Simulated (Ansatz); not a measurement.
# AlH5N2Si: basis-set convergence

One table from this session's results is given with a row withheld; the runs are named, their logs left out.

Computed with Ansatz 0.2.0, Gaussian basis. Level: one geometry, several basis sets.

The runs, in order: PBE0-D4/def2-SVP; ωB97M-V/def2-SVP; PBE0-D4/def2-QZVPP; ωB97M-V/def2-QZVPP; the functionals' def2-TZVPP values are taken from earlier runs.

## The relaxed structure

An earlier PBE0-D4 in a triple-zeta def2 set relaxation fixed the geometry.

9 atoms, charge 0, spin multiplicity 1.

Atoms are counted from 1 here; the program's logs count them from 0.

Bond lengths: N1–Al2 1.760 Å, N1–H5 1.007 Å, N1–H6 1.006 Å, Al2–N3 1.774 Å, Al2–Si4 2.292 Å, N3–Si4 1.764 Å, N3–H7 1.009 Å, Si4–H8 1.494 Å, Si4–H9 1.494 Å. Angles: Al2–N1–H5 125.2°, Al2–N1–H6 124.4°, H5–N1–H6 110.5°, N1–Al2–N3 137.8°, N1–Al2–Si4 172.8°, N3–Al2–Si4 49.4°, Al2–N3–Si4 80.8°, Al2–N3–H7 150.0°, Si4–N3–H7 129.3°, Al2–Si4–N3 49.8°, Al2–Si4–H8 126.9°, Al2–Si4–H9 126.9°, N3–Si4–H8 116.3°, N3–Si4–H9 116.3°, H8–Si4–H9 105.6°.

As a file:

```xyz
9
AlH5N2Si
N    -0.5444    1.9304   -1.1847
Al   -0.2844    0.4765   -0.2281
N     1.0207   -0.6890    0.0611
Si   -0.2165   -1.3828    1.1104
H     0.1374    2.3538   -1.7933
H    -1.4026    2.4560   -1.1977
H     1.9614   -1.0076   -0.1142
H    -0.6857   -2.7576    0.7598
H     0.1025   -1.4260    2.5697
```

Set-up of the first run:

The input, in.yaml:

```yaml
crystal:
  periodic: [false, false, false]
  atoms:
    - {symbol: N, position_ang: [-0.544395, 1.930450, -1.184747]}
    - {symbol: Al, position_ang: [-0.284442, 0.476531, -0.228109]}
    - {symbol: N, position_ang: [1.020743, -0.689007, 0.061067]}
    - {symbol: Si, position_ang: [-0.216545, -1.382813, 1.110382]}
    - {symbol: H, position_ang: [0.137428, 2.353790, -1.793293]}
    - {symbol: H, position_ang: [-1.402568, 2.455996, -1.197651]}
    - {symbol: H, position_ang: [1.961428, -1.007565, -0.114199]}
    - {symbol: H, position_ang: [-0.685746, -2.757626, 0.759767]}
    - {symbol: H, position_ang: [0.102496, -1.425956, 2.569679]}
basis:
  gaussian: {orbitals: def2-SVP}
hamiltonian: {xc: pbe0, dispersion: d4}
output: {orbitals: {seedname: orbitals}}
```

Launch:

```console
> ansatz run in.yaml --threads 2 --pin off --events-out ev --progress --plain --max-ram 4352MiB
```

Among the steps run: PBE0-D4 in def2-SVP; ωB97M-V in def2-SVP; PBE0-D4 in def2-QZVPP; ωB97M-V in def2-QZVPP.

One table of the session follows, with a row left open; its other results are not shown here.

```
functional       basis  HOMO (eV)
   PBE0-D4    def2-SVP      -6.33
   PBE0-D4  def2-TZVPP      -6.38
   PBE0-D4  def2-QZVPP          ?
   ωB97M-V    def2-SVP      -8.26
   ωB97M-V  def2-TZVPP      -8.36
   ωB97M-V  def2-QZVPP      -8.39
```

Estimate the missing values for PBE0-D4, def2-QZVPP.

The run gave: HOMO (eV): -6.41. In the column «HOMO (eV)» it lies between ωB97M-V, def2-SVP (-8.26) and PBE0-D4, def2-TZVPP (-6.38).
